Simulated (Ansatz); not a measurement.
Consider an atomisation energy of C2H2FN, SMILES N#CCF (Ansatz 0.2.0 through its Python package).

`tae_c2h2fn.py`:
```python
'''Energy to split C2H2FN into its atoms.'''

from collections import Counter

import ansatz as az

BASIS = 'cc-pVTZ'
LEVEL = 'MP2'


def energy(molecule, charge=0, unpaired=0):
    calc = (
        molecule.calculation()
        .basis(gaussian=BASIS)
        .correlation(LEVEL)  # correlation on top of the mean field
        .scf(lower_state_search='standard')
    )
    if charge:
        calc = calc.charge(charge)
    if unpaired:
        calc = calc.spin('collinear', total=unpaired)
    report = calc.run(threads=1).report
    if report['published_state_doubts']:
        print('  doubts:', report['published_state_doubts'])
    return report['free_energy_ev']


def main() -> None:
    c2h2fn = (
        az.Crystal.molecule()
        .atom('N', (-1.5276, -1.4775, 0.3893))
        .atom('C', (-0.7383, -0.6597, 0.1768))
        .atom('C', (0.275, 0.3469, -0.0658))
        .atom('F', (1.3331, -0.1563, -0.8855))
        .atom('H', (0.8001, 0.6239, 0.8648))
        .atom('H', (-0.1002, 1.2587, -0.5259))
    )

    # unpaired electrons of the ground-state atoms
    unpaired = {'N': 3, 'C': 2, 'F': 1, 'H': 1}
    counts = Counter(site.symbol for site in c2h2fn.cartesian_sites)
    atom_energy = {s: energy(az.Crystal.molecule().atom(s, (0, 0, 0)), 0, unpaired[s]) for s in counts}
    whole = energy(c2h2fn, 0, 0)
    for s, e in atom_energy.items():
        print(f'{s:2s} x{counts[s]}  {e:14.5f} eV')
    print(f'C2H2FN: {whole:.5f} eV')
    split = sum(counts[s] * e for s, e in atom_energy.items()) - whole
    print(f'atomisation energy (no zero-point term): {split:.3f} eV, {split / sum(counts.values()):.3f} eV an atom')


if __name__ == '__main__':
    main()
```

What does it cost to take this molecule apart into atoms?

26.627 eV from the electronic energies, without the zero-point term.

What the script printed:

```console
$ python tae_c2h2fn.py
N  x1     -1482.92847 eV
C  x2     -1027.46078 eV
F  x1     -2710.39992 eV
H  x2       -13.60052 eV
C2H2FN: -6302.07770 eV
atomisation energy (no zero-point term): 26.627 eV, 4.438 eV an atom
```

Notes:
- These settings explore the input space; basis and method may be short of convergence.
- The geometry is a force-field or estimated start, not a minimum of this method, and the basis set is short of its limit. All parts are taken at fixed geometry, without zero-point energy.
- Run time: 4.5 s on 1 thread of Intel(R) Xeon(R) Processor @ 2.30GHz, with other jobs on the host, peak memory 0.31 GiB.
